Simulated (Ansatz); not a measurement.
**Be₂H₂ (singlet): from Hartree-Fock to the top rungs at distance Be1–H3 = 1.676 Å, cc-pVDZ**

One table from this session's results is given with a row withheld; the runs are named, their logs left out.

The runs use Ansatz 0.2.0, Gaussian basis; cc-pVDZ, core rule «outside noble gas», up to 2 orbitals frozen.

Plan: UHF; CCSD(T) on RHF; BCCD(T) on RHF; CISD; CCSDT(Q) on RHF; CASSCF and MRCISD+Q, 2 electrons in 2 orbitals; CASSCF and NEVPT2, 2 electrons in 2 orbitals; Full CI.

45 further runs of the same task are left out: 25 for a known fault of the program, 13 that didn't finish, 7 set aside as unsound or not needed. Runs told in other sessions of the task aren't counted.

## The system

The geometry derives from a PBE0/def2-TZVP stationary point (not a proven minimum). One bond is set to the value named and the two fragments are kept rigid.

4 atoms, charge 0, spin multiplicity 1.

Atoms are counted from 1 here; the program's logs count them from 0.

Bond lengths: Be2–H4 1.348 Å.

Set-up of the first run:

in.yaml

```yaml
crystal:
  periodic: [false, false, false]
  atoms:
    - {symbol: Be, position_ang: [0.000000, 0.000000, 0.970610]}
    - {symbol: Be, position_ang: [0.000000, 0.000000, -1.134850]}
    - {symbol: H, position_ang: [0.000000, 0.000000, 2.646610]}
    - {symbol: H, position_ang: [0.000000, 0.000000, -2.482368]}
basis:
  gaussian: {orbitals: cc-pVDZ}
magnetization: {spin_polarized: true, initial_magnetization: 0}
hamiltonian: {xc: hf}
output: {orbitals: {seedname: orbitals}}
```

Run with:

```bash
$ ansatz run in.yaml --threads 1 --pin off --events-out ev --progress --plain --max-ram 2393MiB
```

Steps of the session up to this table: UHF; CCSD(T) on RHF; BCCD(T) on RHF; CISD; CCSDT(Q) on RHF; CASSCF and MRCISD+Q, 2 electrons in 2 orbitals; CASSCF and NEVPT2, 2 electrons in 2 orbitals; Full CI.

One table of the session follows, with a row left open; its other results are not shown here.

It belongs to the step «Misses and costs». 

| method | from FCI (meV) |
| --- | --- |
| RHF | +2980.6 |
| RMP2 | +842.7 |
| CISD | +201.1 |
| RCCSD | +57.6 |
| RCCSD(T) | +16.4 |
| BCCD(T) | +16.2 |
| RCCSDT | +2.0 |
| RCCSDT(Q) | +0.5 |
| CASSCF pair | +2498.8 |
| NEVPT2 pair | +780.3 |
| MRCISD pair | +142.2 |
| MRCISD+Q pair | ? |
| FCI | 0 |

Q: Estimate the row for MRCISD+Q pair from the others.

The run gave: from FCI (meV): -32.1. In the column «from FCI (meV)» it is the lowest.

Limits of these values: MRCISD+Q pair falls below full CI: the +Q correction isn't variational, and the cores differ from full CI's.
